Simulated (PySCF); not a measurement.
# CH₆B₂S: electronic excitations at several levels of theory

How much do the electronic excitations of CH₆B₂S (`BBSC`) depend on the level of theory, and what does each level cost?

Programs: PySCF 2.14.0, with density-fitted response routines of our own. Each step states its level of theory. These are calculated values for one molecule in the gas phase, unless marked as measured. Atoms are numbered from 0 throughout.

### Step 1. The molecule as given

10 atoms, charge 0, multiplicity 1; geometry from: PBE0-D3(BJ)/def2-SVP.

Bonds of the start (Å): B0–B1 1.66, B1–S2 1.77, S2–C3 1.82, B0–H4 1.21, B0–H5 1.21, B1–H6 1.21, C3–H7 1.10, C3–H8 1.10, C3–H9 1.10.

### Step 2. Excited states and response: LDA/def2-SVPD

The job: settings as JSON, then the geometry in Å.

```
{"job": {"kind": "uv", "xc": "LDA", "basis": "def2-SVPD", "ip": true}, "charge": 0, "multiplicity": 1}
B     -1.548384    -0.491612     0.188256
B     -0.755919    -0.024397    -1.198343
S      0.964277     0.359286    -1.321885
C      1.632633     0.133300     0.355323
H     -1.658076    -1.657525     0.502254
H     -2.055666     0.312835     0.940605
H     -1.329098     0.088073    -2.260529
H      1.509619    -0.907153     0.685978
H      2.704102     0.370078     0.322281
H      1.140885     0.812929     1.064714
```

Method: TDDFT LDA/def2-SVPD, vertical, gas phase, core orbitals frozen in the response.

Command:

```sh
$ OMP_NUM_THREADS=1 python probes_run.py task.json out
```

This one command runs all jobs of the session in turn.

The program printed:

```text
coarse grid: 8608 points
cycle   1  E = -486.9354075004  dE = -1.320e-02  |g| = 3.547e-01  |ddm| = 3.869e+00
cycle   2  E = -486.8909578153  dE =  4.445e-02  |g| = 5.160e-01  |ddm| = 1.192e+00
cycle   3  E = -486.9755423333  dE = -8.458e-02  |g| = 9.767e-02  |ddm| = 7.678e-01
cycle   4  E = -486.9784917205  dE = -2.949e-03  |g| = 3.234e-02  |ddm| = 2.064e-01
cycle   5  E = -486.9787794839  dE = -2.878e-04  |g| = 1.323e-02  |ddm| = 7.059e-02
cycle   6  E = -486.9788375266  dE = -5.804e-05  |g| = 3.544e-03  |ddm| = 2.455e-02
cycle   7  E = -486.9788416305  dE = -4.104e-06  |g| = 8.126e-04  |ddm| = 8.111e-03
final grid: 77608 points
cycle   8  E = -487.0476588071  dE = -1.984e-05  |g| = 2.355e-03  |ddm| = 5.213e-02
cycle   9  E = -487.0476573315  dE =  1.476e-06  |g| = 3.211e-03  |ddm| = 1.035e-02
cycle  10  E = -487.0476606928  dE = -3.361e-06  |g| = 3.272e-04  |ddm| = 5.965e-03
cycle  11  E = -487.0476607140  dE = -2.117e-08  |g| = 2.000e-04  |ddm| = 8.093e-04
cycle  12  E = -487.0476607266  dE = -1.260e-08  |g| = 4.104e-05  |ddm| = 3.498e-04
cycle  13  E = -487.0476607271  dE = -5.228e-10  |g| = 1.803e-05  |ddm| = 8.474e-05
converged SCF energy = -487.0476607271

Static polarisability (au): isotropic 69.034, principal 53.785 69.769 83.548

Singlet excitations
state   eV       nm        f      main configurations
  1   3.5570    348.6   0.00033   H->L 1.00
  2   3.9306    315.4   0.00275   H-1->L 0.98
  3   5.0545    245.3   0.00083   H-1->L+1 0.99
  4   5.2787    234.9   0.01402   H-2->L 0.78, H->L+1 0.18
  5   5.5110    225.0   0.00005   H-3->L 1.00
  6   5.6267    220.3   0.19886   H->L+1 0.73, H-2->L 0.18
  7   6.1292    202.3   0.00510   H-4->L 0.97
  8   6.2944    197.0   0.00001   H-2->L+1 0.81, H->L+2 0.19
  9   6.4770    191.4   0.00000   H->L+2 0.78, H-2->L+1 0.18
 10   6.6350    186.9   0.08453   H-1->L+2 0.92

Triplet excitations (Tamm-Dancoff, eV): 3.4312 3.4732 4.2282 4.5358
Vertical ionisation energy (delta-SCF) = 9.8674 eV
Vertical electron affinity (delta-SCF) = 0.3906 eV
```

It took 43 s on 1 thread of Arm Neoverse N1, shared host; peak memory 0.38 GiB.

The orbitals next to the gap, with their largest atomic shares:

| orbital | eV | atoms |
| --- | --- | --- |
| HOMO−3 | -8.47 | B0 45 %, H4 20 %, H5 20 % |
| HOMO−2 | -8.25 | B1 29 %, S2 28 %, H6 14 % |
| HOMO−1 | -6.89 | S2 27 %, B0 26 %, B1 25 % |
| HOMO | -6.73 | S2 60 %, B1 16 %, C3 10 % |
| LUMO | -3.21 | B0 57 %, B1 12 %, H4 9 % |
| LUMO+1 | -2.12 | B1 46 %, S2 25 %, B0 11 % |
| LUMO+2 | -0.43 | S2 39 %, C3 20 %, B0 9 % |

With each of the 10 states as a Gaussian band of 0.4 eV half-width at 1/e, the curve within the window shown has maxima at 317 nm (ε 120), 221 nm (ε 8,400), 187 nm (ε 3,500) L/(mol cm). Beyond the last state computed it falls off for lack of states. The curve at chosen wavelengths:

nm, ε (L/mol/cm) and a bar:
```
      179       1954 #######
      189       3421 #############
      198       2277 #########
      208       4319 ################
      217       7894 ##############################
      227       7350 ############################
      237       3697 ##############
      246       1405 #####
      256        385 #
      265        110 
      275         37 
      285         41 
      294         68 
      304         99 
      313        115 
      323        114 
      333         97 
      342         76 
      352         53 
      361         36 
      371         23 
      381         14 
      390          9 
      400          5 
      409          3 
      419          2
```

Ground-state properties from the same run:

| property | computed |
| --- | --- |
| dipole moment (D) | 1.58 |
| polarisability (Å³) | 10.23 |
| HOMO–LUMO gap (eV) | 3.52 |
| −ε(HOMO) (eV) | 6.73 |

### Step 3. Excited states and response: PBE/def2-SVPD

The job, as its differences from that of step 2:

```diff
@@ -1,2 +1,2 @@
-{"job": {"kind": "uv", "xc": "LDA", "basis": "def2-SVPD", "ip": true}, "charge": 0, "multiplicity": 1}
+{"job": {"kind": "uv", "xc": "PBE", "basis": "def2-SVPD", "ip": true}, "charge": 0, "multiplicity": 1}
 B     -1.548384    -0.491612     0.188256
```

Level: TDDFT PBE/def2-SVPD, vertical, gas phase, core orbitals frozen in the response.

The program printed:

```text
coarse grid: 8608 points
cycle   1  E = -488.9679041333  dE = -1.367e-02  |g| = 3.302e-01  |ddm| = 3.885e+00
cycle   2  E = -488.9305975565  dE =  3.731e-02  |g| = 4.760e-01  |ddm| = 1.164e+00
cycle   3  E = -489.0041078940  dE = -7.351e-02  |g| = 8.836e-02  |ddm| = 7.099e-01
cycle   4  E = -489.0065512158  dE = -2.443e-03  |g| = 2.811e-02  |ddm| = 1.913e-01
cycle   5  E = -489.0067755076  dE = -2.243e-04  |g| = 1.124e-02  |ddm| = 6.263e-02
cycle   6  E = -489.0068169542  dE = -4.145e-05  |g| = 3.062e-03  |ddm| = 2.152e-02
cycle   7  E = -489.0068200678  dE = -3.114e-06  |g| = 7.405e-04  |ddm| = 7.380e-03
final grid: 77608 points
cycle   8  E = -489.0742887530  dE = -1.623e-05  |g| = 1.022e-02  |ddm| = 7.756e-02
cycle   9  E = -489.0742121527  dE =  7.660e-05  |g| = 1.868e-02  |ddm| = 3.628e-02
cycle  10  E = -489.0743177102  dE = -1.056e-04  |g| = 1.789e-03  |ddm| = 2.588e-02
cycle  11  E = -489.0743188828  dE = -1.173e-06  |g| = 4.679e-04  |ddm| = 3.480e-03
cycle  12  E = -489.0743189456  dE = -6.277e-08  |g| = 1.179e-04  |ddm| = 9.176e-04
cycle  13  E = -489.0743189507  dE = -5.120e-09  |g| = 2.796e-05  |ddm| = 2.635e-04
cycle  14  E = -489.0743189509  dE = -2.633e-10  |g| = 4.965e-06  |ddm| = 6.089e-05
converged SCF energy = -489.0743189509

Static polarisability (au): isotropic 67.762, principal 52.912 68.457 81.919

Singlet excitations
state   eV       nm        f      main configurations
  1   3.7526    330.4   0.00034   H->L 1.00
  2   4.1207    300.9   0.00294   H-1->L 0.98
  3   5.1505    240.7   0.00087   H-1->L+1 0.99
  4   5.4556    227.3   0.03127   H-2->L 0.56, H->L+1 0.40
  5   5.7264    216.5   0.02665   H-3->L 0.85
  6   5.7276    216.5   0.15459   H->L+1 0.45, H-2->L 0.34, H-3->L 0.14
  7   6.3290    195.9   0.00432   H-4->L 0.96
  8   6.3392    195.6   0.00008   H->L+2 0.66, H-2->L+1 0.33
  9   6.4813    191.3   0.00007   H-2->L+1 0.66, H->L+2 0.32
 10   6.6178    187.3   0.08107   H-1->L+2 0.93

Triplet excitations (Tamm-Dancoff, eV): 3.5022 3.6535 4.1535 4.5224
Vertical ionisation energy (delta-SCF) = 9.7234 eV
Vertical electron affinity (delta-SCF) = 0.2410 eV
```

Run time: 60 s. Hardware: 1 thread of Arm Neoverse N1, shared host; peak memory 0.52 GiB.

In short: HOMO -6.63 eV, LUMO -2.90 eV; lowest singlet 3.75 eV.

### Step 4. TDDFT and polarisability: B3LYP/def2-SVPD

The job, as its differences from that of step 3:

```diff
@@ -1,2 +1,2 @@
-{"job": {"kind": "uv", "xc": "PBE", "basis": "def2-SVPD", "ip": true}, "charge": 0, "multiplicity": 1}
+{"job": {"kind": "uv", "xc": "B3LYP", "basis": "def2-SVPD", "ip": true}, "charge": 0, "multiplicity": 1}
 B     -1.548384    -0.491612     0.188256
```

Level: TDDFT B3LYP/def2-SVPD, vertical, gas phase, core orbitals frozen in the response.

The program printed:

```text
coarse grid: 8608 points
cycle   1  E = -489.3579464630  dE =  1.635e-02  |g| = 2.127e-01  |ddm| = 3.797e+00
cycle   2  E = -489.3629819860  dE = -5.036e-03  |g| = 1.904e-01  |ddm| = 7.988e-01
cycle   3  E = -489.3741384435  dE = -1.116e-02  |g| = 3.933e-02  |ddm| = 3.193e-01
cycle   4  E = -489.3745540101  dE = -4.156e-04  |g| = 1.541e-02  |ddm| = 9.201e-02
cycle   5  E = -489.3746267947  dE = -7.278e-05  |g| = 3.496e-03  |ddm| = 3.276e-02
cycle   6  E = -489.3746307112  dE = -3.917e-06  |g| = 8.403e-04  |ddm| = 7.733e-03
final grid: 77608 points
cycle   7  E = -489.4294146931  dE = -1.647e-05  |g| = 3.646e-03  |ddm| = 4.827e-02
cycle   8  E = -489.4294110159  dE =  3.677e-06  |g| = 5.129e-03  |ddm| = 1.052e-02
cycle   9  E = -489.4294184265  dE = -7.411e-06  |g| = 3.523e-04  |ddm| = 6.444e-03
cycle  10  E = -489.4294184700  dE = -4.352e-08  |g| = 8.199e-05  |ddm| = 8.487e-04
cycle  11  E = -489.4294184721  dE = -2.056e-09  |g| = 3.536e-05  |ddm| = 1.767e-04
cycle  12  E = -489.4294184725  dE = -3.905e-10  |g| = 9.196e-06  |ddm| = 7.409e-05
converged SCF energy = -489.4294184725

Static polarisability (au): isotropic 65.446, principal 52.030 66.409 77.900

Singlet excitations
state   eV       nm        f      main configurations
  1   4.3994    281.8   0.00052   H->L 0.99
  2   4.5203    274.3   0.00185   H-1->L 0.95
  3   5.4395    227.9   0.00083   H-1->L+1 0.99
  4   5.8257    212.8   0.12708   H->L+1 0.86, H-2->L 0.10
  5   6.0002    206.6   0.00003   H-3->L 0.99
  6   6.3737    194.5   0.11620   H-2->L 0.86, H->L+1 0.08
  7   6.5991    187.9   0.00012   H->L+2 0.74, H-2->L+1 0.20
  8   6.7912    182.6   0.00003   H-2->L+1 0.78, H->L+2 0.20
  9   7.0121    176.8   0.01117   H-4->L 0.85, H-1->L+2 0.10
 10   7.1980    172.2   0.06385   H-1->L+2 0.88, H-4->L 0.10

Triplet excitations (Tamm-Dancoff, eV): 3.9012 4.2814 4.4413 4.8402
Vertical ionisation energy (delta-SCF) = 9.8556 eV
Vertical electron affinity (delta-SCF) = 0.0913 eV
```

Wall time 53 s (1 thread of Arm Neoverse N1, shared host); peak memory 0.63 GiB.

Key values: HOMO -7.50 eV, LUMO -2.10 eV; lowest singlet 4.40 eV.

### Step 5. Ultraviolet spectrum: PBE0/def2-SVPD

The job, as its differences from that of step 4:

```diff
@@ -1,2 +1,2 @@
-{"job": {"kind": "uv", "xc": "B3LYP", "basis": "def2-SVPD", "ip": true}, "charge": 0, "multiplicity": 1}
+{"job": {"kind": "uv", "xc": "PBE0", "basis": "def2-SVPD", "ip": true}, "charge": 0, "multiplicity": 1}
 B     -1.548384    -0.491612     0.188256
```

Level: TDDFT PBE0/def2-SVPD, vertical, gas phase, core orbitals frozen in the response.

The program printed:

```text
coarse grid: 8608 points
cycle   1  E = -489.0702911800  dE =  3.232e-02  |g| = 1.822e-01  |ddm| = 3.548e+00
cycle   2  E = -489.0763873584  dE = -6.096e-03  |g| = 1.423e-01  |ddm| = 6.618e-01
cycle   3  E = -489.0827741869  dE = -6.387e-03  |g| = 3.320e-02  |ddm| = 2.611e-01
cycle   4  E = -489.0830777729  dE = -3.036e-04  |g| = 1.398e-02  |ddm| = 7.942e-02
cycle   5  E = -489.0831392275  dE = -6.145e-05  |g| = 2.772e-03  |ddm| = 2.803e-02
cycle   6  E = -489.0831416734  dE = -2.446e-06  |g| = 7.015e-04  |ddm| = 6.094e-03
final grid: 77608 points
cycle   7  E = -489.1340518882  dE = -1.609e-05  |g| = 6.683e-03  |ddm| = 5.433e-02
cycle   8  E = -489.1340434071  dE =  8.481e-06  |g| = 8.606e-03  |ddm| = 1.994e-02
cycle   9  E = -489.1340643854  dE = -2.098e-05  |g| = 3.470e-04  |ddm| = 1.202e-02
cycle  10  E = -489.1340644293  dE = -4.389e-08  |g| = 7.835e-05  |ddm| = 1.013e-03
cycle  11  E = -489.1340644306  dE = -1.351e-09  |g| = 3.993e-05  |ddm| = 1.794e-04
cycle  12  E = -489.1340644311  dE = -4.726e-10  |g| = 1.093e-05  |ddm| = 7.392e-05
converged SCF energy = -489.1340644311

Static polarisability (au): isotropic 64.769, principal 51.437 65.640 77.229

Singlet excitations
state   eV       nm        f      main configurations
  1   4.5667    271.5   0.00171   H-1->L 0.94
  2   4.5776    270.8   0.00061   H->L 0.98
  3   5.4648    226.9   0.00084   H-1->L+1 0.99
  4   5.9044    210.0   0.13449   H->L+1 0.88
  5   6.0104    206.3   0.00002   H-3->L 0.98
  6   6.5265    190.0   0.11629   H-2->L 0.88
  7   6.7340    184.1   0.00022   H-2->L+1 0.62, H->L+2 0.31
  8   6.9078    179.5   0.00006   H->L+2 0.58, H-2->L+1 0.35
  9   7.1883    172.5   0.01214   H-4->L 0.86, H-1->L+2 0.08
 10   7.4158    167.2   0.07084   H-1->L+2 0.86

Triplet excitations (Tamm-Dancoff, eV): 3.8301 4.4010 4.4226 4.7754
Vertical ionisation energy (delta-SCF) = 9.8426 eV
Vertical electron affinity (delta-SCF) = 0.1471 eV
```

It took 50 s on 1 thread of Arm Neoverse N1, shared host; peak memory 0.62 GiB.

This run: HOMO -7.74 eV, LUMO -1.90 eV; lowest singlet 4.57 eV.

### Step 6. TDDFT and polarisability: BHandHLYP/def2-SVPD

The job, as its differences from that of step 5:

```diff
@@ -1,2 +1,2 @@
-{"job": {"kind": "uv", "xc": "PBE0", "basis": "def2-SVPD", "ip": true}, "charge": 0, "multiplicity": 1}
+{"job": {"kind": "uv", "xc": "BHandHLYP", "basis": "def2-SVPD", "ip": true}, "charge": 0, "multiplicity": 1}
 B     -1.548384    -0.491612     0.188256
```

With the program's defaults for keys left out, this is: TDDFT BHandHLYP/def2-SVPD, vertical, gas phase, core orbitals frozen in the response.

The program printed:

```text
coarse grid: 8608 points
cycle   1  E = -489.2922861800  dE =  9.973e-02  |g| = 1.838e-01  |ddm| = 3.451e+00
cycle   2  E = -489.3068156203  dE = -1.453e-02  |g| = 6.963e-02  |ddm| = 5.949e-01
cycle   3  E = -489.3081665566  dE = -1.351e-03  |g| = 3.857e-02  |ddm| = 2.573e-01
cycle   4  E = -489.3086309821  dE = -4.644e-04  |g| = 7.572e-03  |ddm| = 7.031e-02
cycle   5  E = -489.3086468525  dE = -1.587e-05  |g| = 1.319e-03  |ddm| = 1.404e-02
cycle   6  E = -489.3086475135  dE = -6.610e-07  |g| = 4.441e-04  |ddm| = 2.874e-03
final grid: 77608 points
cycle   7  E = -489.3438401694  dE = -8.230e-06  |g| = 1.648e-03  |ddm| = 2.912e-02
cycle   8  E = -489.3438403225  dE = -1.531e-07  |g| = 1.519e-03  |ddm| = 4.853e-03
cycle   9  E = -489.3438409553  dE = -6.328e-07  |g| = 1.049e-04  |ddm| = 2.046e-03
cycle  10  E = -489.3438409589  dE = -3.631e-09  |g| = 4.857e-05  |ddm| = 3.273e-04
cycle  11  E = -489.3438409598  dE = -8.666e-10  |g| = 5.881e-06  |ddm| = 1.054e-04
converged SCF energy = -489.3438409598

Static polarisability (au): isotropic 62.668, principal 50.647 63.736 73.621

Singlet excitations
state   eV       nm        f      main configurations
  1   4.9315    251.4   0.00124   H-1->L 0.85
  2   5.3109    233.5   0.00102   H->L 0.93
  3   5.7879    214.2   0.00096   H-1->L+1 0.96
  4   6.2238    199.2   0.16381   H->L+1 0.92
  5   6.3307    195.8   0.00006   H-3->L 0.91
  6   6.9712    177.9   0.00006   H->L+2 0.43, H-2->L+1 0.24, H->L+3 0.11
  7   7.1767    172.8   0.00053   H-2->L+1 0.69, H->L+2 0.18
  8   7.4002    167.5   0.12517   H-2->L 0.85
  9   7.6101    162.9   0.05591   H->L+3 0.62, H->L+2 0.24, H->L+7 0.10
 10   7.8595    157.8   0.05488   H-1->L+2 0.71, H-4->L 0.16

Triplet excitations (Tamm-Dancoff, eV): 4.2077 4.7774 5.0413 5.1250
Vertical ionisation energy (delta-SCF) = 9.7426 eV
```

Run time: 35 s. Hardware: 1 thread of Arm Neoverse N1, shared host; peak memory 0.62 GiB.

Key values: HOMO -8.70 eV, LUMO -0.85 eV; lowest singlet 4.93 eV.

### Step 7. Excited states and response: CAM-B3LYP/def2-SVPD

The job, as its differences from that of step 6:

```diff
@@ -1,2 +1,2 @@
-{"job": {"kind": "uv", "xc": "BHandHLYP", "basis": "def2-SVPD", "ip": true}, "charge": 0, "multiplicity": 1}
+{"job": {"kind": "uv", "xc": "CAM-B3LYP", "basis": "def2-SVPD", "ip": true}, "charge": 0, "multiplicity": 1}
 B     -1.548384    -0.491612     0.188256
```

With the program's defaults for keys left out, this is: TDDFT CAM-B3LYP/def2-SVPD, vertical, gas phase, core orbitals frozen in the response.

The program printed:

```text
coarse grid: 8608 points
cycle   1  E = -489.2710124180  dE =  1.030e-01  |g| = 1.730e-01  |ddm| = 3.631e+00
cycle   2  E = -489.2833669435  dE = -1.235e-02  |g| = 7.792e-02  |ddm| = 5.656e-01
cycle   3  E = -489.2850920459  dE = -1.725e-03  |g| = 3.403e-02  |ddm| = 2.530e-01
cycle   4  E = -489.2854526855  dE = -3.606e-04  |g| = 8.821e-03  |ddm| = 6.401e-02
cycle   5  E = -489.2854751157  dE = -2.243e-05  |g| = 1.473e-03  |ddm| = 1.902e-02
cycle   6  E = -489.2854759347  dE = -8.189e-07  |g| = 4.981e-04  |ddm| = 3.670e-03
final grid: 77608 points
cycle   7  E = -489.3408528397  dE = -1.395e-05  |g| = 2.083e-03  |ddm| = 3.139e-02
cycle   8  E = -489.3408529883  dE = -1.487e-07  |g| = 2.030e-03  |ddm| = 5.920e-03
cycle   9  E = -489.3408540655  dE = -1.077e-06  |g| = 1.298e-04  |ddm| = 2.574e-03
cycle  10  E = -489.3408540710  dE = -5.495e-09  |g| = 6.227e-05  |ddm| = 3.981e-04
cycle  11  E = -489.3408540724  dE = -1.407e-09  |g| = 7.631e-06  |ddm| = 1.349e-04
cycle  12  E = -489.3408540724  dE = -3.274e-11  |g| = 2.631e-06  |ddm| = 2.434e-05
converged SCF energy = -489.3408540724

Static polarisability (au): isotropic 64.131, principal 51.556 65.137 75.701

Singlet excitations
state   eV       nm        f      main configurations
  1   4.7058    263.5   0.00113   H-1->L 0.87
  2   5.0422    245.9   0.00091   H->L 0.94
  3   5.5875    221.9   0.00077   H-1->L+1 0.97
  4   6.0399    205.3   0.15469   H->L+1 0.91
  5   6.0875    203.7   0.00008   H-3->L 0.92
  6   6.8195    181.8   0.00023   H-2->L+1 0.47, H->L+2 0.28
  7   7.0007    177.1   0.01516   H-2->L+1 0.40, H->L+2 0.29, H-2->L 0.11
  8   7.0225    176.6   0.10756   H-2->L 0.77
  9   7.4698    166.0   0.05150   H->L+3 0.61, H->L+2 0.24, H->L+7 0.11
 10   7.5841    163.5   0.03819   H-4->L 0.49, H-1->L+2 0.40

Triplet excitations (Tamm-Dancoff, eV): 4.0200 4.6097 4.7934 4.9610
Vertical ionisation energy (delta-SCF) = 9.8987 eV
Vertical electron affinity (delta-SCF) = 0.0478 eV
```

Wall time 55 s (1 thread of Arm Neoverse N1, shared host); peak memory 0.66 GiB.

In short: HOMO -9.01 eV, LUMO -0.79 eV; lowest singlet 4.71 eV.

### Step 8. TDDFT and polarisability: wB97X-D/def2-SVPD

The job, as its differences from that of step 7:

```diff
@@ -1,2 +1,2 @@
-{"job": {"kind": "uv", "xc": "CAM-B3LYP", "basis": "def2-SVPD", "ip": true}, "charge": 0, "multiplicity": 1}
+{"job": {"kind": "uv", "xc": "wB97X-D", "basis": "def2-SVPD", "ip": true}, "charge": 0, "multiplicity": 1}
 B     -1.548384    -0.491612     0.188256
```

Method: TDDFT wB97X-D/def2-SVPD, vertical, gas phase, core orbitals frozen in the response.

The program printed:

```text
coarse grid: 8608 points
cycle   1  E = -489.3043179970  dE =  1.239e-01  |g| = 1.874e-01  |ddm| = 3.408e+00
cycle   2  E = -489.3179489789  dE = -1.363e-02  |g| = 1.041e-01  |ddm| = 5.524e-01
cycle   3  E = -489.3210269963  dE = -3.078e-03  |g| = 3.320e-02  |ddm| = 2.748e-01
cycle   4  E = -489.3214264878  dE = -3.995e-04  |g| = 6.868e-03  |ddm| = 7.399e-02
cycle   5  E = -489.3214433858  dE = -1.690e-05  |g| = 1.378e-03  |ddm| = 2.030e-02
cycle   6  E = -489.3214443491  dE = -9.633e-07  |g| = 5.593e-04  |ddm| = 5.477e-03
final grid: 77608 points
cycle   7  E = -489.3722604174  dE = -5.443e-05  |g| = 3.577e-03  |ddm| = 9.105e-02
cycle   8  E = -489.3722626898  dE = -2.272e-06  |g| = 2.513e-03  |ddm| = 1.368e-02
cycle   9  E = -489.3722643231  dE = -1.633e-06  |g| = 3.652e-04  |ddm| = 4.373e-03
cycle  10  E = -489.3722644005  dE = -7.746e-08  |g| = 1.462e-04  |ddm| = 1.127e-03
cycle  11  E = -489.3722644125  dE = -1.199e-08  |g| = 4.709e-05  |ddm| = 3.439e-04
cycle  12  E = -489.3722644146  dE = -2.117e-09  |g| = 1.722e-05  |ddm| = 1.569e-04
cycle  13  E = -489.3722644149  dE = -3.182e-10  |g| = 7.036e-06  |ddm| = 5.972e-05
converged SCF energy = -489.3722644149

Static polarisability (au): isotropic 63.959, principal 51.465 64.838 75.574

Singlet excitations
state   eV       nm        f      main configurations
  1   4.8304    256.7   0.00098   H-1->L 0.87
  2   5.1692    239.9   0.00102   H->L 0.93
  3   5.6195    220.6   0.00093   H-1->L+1 0.97
  4   6.0445    205.1   0.15580   H->L+1 0.91
  5   6.1933    200.2   0.00007   H-3->L 0.92
  6   6.8927    179.9   0.00033   H-2->L+1 0.73, H->L+2 0.10
  7   7.1232    174.1   0.05084   H-2->L 0.38, H->L+2 0.23, H-2->L+1 0.11
  8   7.1334    173.8   0.07130   H-2->L 0.52, H->L+2 0.15, H-2->L+1 0.11
  9   7.6656    161.7   0.05647   H->L+3 0.49, H->L+2 0.30, H->L+7 0.16
 10   7.7319    160.4   0.03294   H-4->L 0.66, H-1->L+2 0.21

Triplet excitations (Tamm-Dancoff, eV): 4.2015 4.6753 4.9598 5.0235
Vertical ionisation energy (delta-SCF) = 9.9103 eV
```

Wall time 39 s (1 thread of Arm Neoverse N1, shared host); peak memory 0.65 GiB.

In short: HOMO -9.54 eV, LUMO 0.03 eV; lowest singlet 4.83 eV.

[end of part 1 of 2]
